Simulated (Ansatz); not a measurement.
# VH2: squeezing one contact

One table from this session's results is given with a row withheld; the runs are named, their logs left out.

Method: DFT PBEsol, with the methods named in each step, in Ansatz 0.2.0.

### Starting point

It takes space group Fm-3m (No. 225, cubic). Conventional cell: a = 4.195 Å, b = 4.195 Å, c = 4.195 Å, α = 90.00°, β = 90.00°, γ = 90.00°. Around V (site symmetry m-3m) lie 8 H at 1.82 Å. H (site symmetry -43m) has 4 V at 1.82 Å in its first shell of neighbours.

As a file:

```
CELL_PARAMETERS angstrom
0.00000 2.09758 2.09758
2.09758 0.00000 2.09758
2.09758 2.09758 0.00000
ATOMIC_POSITIONS crystal
V 0.00000 0.00000 0.00000
H 0.75000 0.75000 0.75000
H 0.25000 0.25000 0.25000
```

Atoms are numbered in the order of the input: V1, H2, H3.

Set-up of the first run:

Input file input.yaml:

```yaml
crystal:
  lattice:
    - [0.0, 2.0975786559, 2.0975786559]
    - [2.0975786559, 0.0, 2.0975786559]
    - [2.0975786559, 2.0975786559, 0.0]
  atoms:
    - { symbol: V, position: [0.0, 0.0, 0.0] }
    - { symbol: H, position: [0.75, 0.75, 0.75] }
    - { symbol: H, position: [0.25, 0.25, 0.25] }
kpoints:
  mp_grid: { grid: [11, 11, 11] }
scf:
  occupations: { method: fermi_dirac, width: 0.05 }
hamiltonian:
  xc: pbesol
  pseudopotentials: { kind: paw }
output:
  forces: true
  stress: true
  eigenvalues: true
  populations: true
  write_density: true
  write_potential: true
  elf: true
  volumetric_format: npy
```

Launch:

```bash
ansatz run input.yaml --threads 1 --pin off --max-ram 3072MiB --backend cpu --events-out ev --progress --plain --runs-dir out
```

Among the steps run: Shortest bond scaled by 1, PAW; Shortest bond scaled by 0.9, PAW; Shortest bond scaled by 0.8, PAW; Shortest bond scaled by 0.75, PAW; Shortest bond scaled by 0.7, PAW; Shortest bond scaled by 0.7, PAW (level accurate).

One table of the session follows, with a row left open; its other results are not shown here.

```
              method  length (Å)  F from the given length (eV/cell)  force along the bond (eV/Å)  pressure (GPa)  largest force (eV/Å)
                 PAW       1.272                              2.069                       10.912           24.32                11.294
                 PAW       1.362                              1.244                        7.427           14.10                 7.753
                 PAW       1.453                                  ?                            ?               ?                     ?
                 PAW       1.635                              0.132                        1.641           -1.81                 1.787
                 PAW       1.817                              0.000                        0.000           -4.03                 0.000
PAW (level accurate)       1.272                                  –                       10.892           24.26                11.274
```

Q: Estimate the row for PAW, 1.453 from the others.

**Answer.** F from the given length (eV/cell): 0.692; force along the bond (eV/Å): 4.866; pressure (GPa): 6.60; largest force (eV/Å): 5.135.
